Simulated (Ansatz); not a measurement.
**GePH₅ (singlet): the correlation ladder at a displaced geometry (v2), cc-pVDZ**

Aim: climb from Hartree-Fock through coupled cluster and multireference methods for GePH₅ (singlet) at one geometry and basis, and see what each rung misses.

The runs use Ansatz 0.2.0, Gaussian basis; cc-pVDZ, core rule «outside noble gas», up to 19 orbitals frozen.

Plan: UHF; CCSD(T) on RHF; BCCD(T) on RHF; CISD; CCSDT(Q) on RHF; CASSCF and MRCISD+Q, 8 electrons in 8 orbitals; CASSCF and NEVPT2, 8 electrons in 8 orbitals.

12 further runs of the same task are left out: 6 that didn't finish, 6 set aside as unsound or not needed.

## 1. The geometry

The geometry is a PBE0/def2-TZVP stationary point (not a proven minimum) with its atoms shifted at random (size 0.100 Å). No spin-orbit coupling is included. The filled d shell of Ge may be among the frozen orbitals whatever the setting's name suggests; the logs give the count.

7 atoms, charge 0, spin multiplicity 1.

Atoms are counted from 1 here; the program's logs count them from 0.

Bond lengths: Ge1–P2 2.308 Å, Ge1–H3 1.519 Å, Ge1–H4 1.478 Å, Ge1–H5 1.618 Å, P2–H6 1.378 Å, P2–H7 1.307 Å. Angles: P2–Ge1–H3 110.7°, P2–Ge1–H4 111.7°, P2–Ge1–H5 105.1°, H3–Ge1–H4 109.6°, H3–Ge1–H5 104.9°, H4–Ge1–H5 114.6°, Ge1–P2–H6 99.6°, Ge1–P2–H7 99.2°, H6–P2–H7 98.7°.

## 2. UHF

in.yaml

```yaml
crystal:
  periodic: [false, false, false]
  atoms:
    - {symbol: Ge, position_ang: [0.030282, 0.001211, 0.690425]}
    - {symbol: P, position_ang: [-0.012005, 0.009585, -1.617179]}
    - {symbol: H, position_ang: [0.669573, -1.274093, 1.211164]}
    - {symbol: H, position_ang: [0.752681, 1.173148, 1.229377]}
    - {symbol: H, position_ang: [-1.521485, -0.097242, 1.139613]}
    - {symbol: H, position_ang: [-0.788065, -1.108308, -1.836044]}
    - {symbol: H, position_ang: [-0.926141, 0.924659, -1.805984]}
basis:
  gaussian: {orbitals: cc-pVDZ}
magnetization: {spin_polarized: true, initial_magnetization: 0}
hamiltonian: {xc: hf}
output: {orbitals: {seedname: orbitals}}
```

Command:

```sh
$ ansatz run in.yaml --threads 1 --pin off --events-out ev --progress --plain --max-ram 2393MiB
```

After this run come: CCSD(T) on RHF; BCCD(T) on RHF; CISD; CCSDT(Q) on RHF; CASSCF and MRCISD+Q, 8 electrons in 8 orbitals; CASSCF and NEVPT2, 8 electrons in 8 orbitals.

Before running them: what should the planned runs give, taken together? Wanted: RCCSDT(Q) below the RHF energy; RMP2 from RCCSDT(Q); RCCSD from RCCSDT(Q); RCCSD(T) from RCCSDT(Q); MRCISD+Q frontier from RCCSDT(Q); T1 diagnostic.

The runs gave:

| quantity | value |
| --- | --- |
| RCCSDT(Q) below the RHF energy | -7.6593 eV |
| RMP2 from RCCSDT(Q) | +1478.7 meV |
| RCCSD from RCCSDT(Q) | +221.5 meV |
| RCCSD(T) from RCCSDT(Q) | +37.8 meV |
| MRCISD+Q frontier from RCCSDT(Q) | +46.2 meV |
| levels within 1 kcal/mol (43 meV) | RCCSD(T), BCCD(T), RCCSDT |
| T1 diagnostic | 0.011 |

**Reading.** RCCSD(T) lands +37.8 meV from the yardstick (0.5 % of the correlation energy). These misses are within one basis, not against nature.
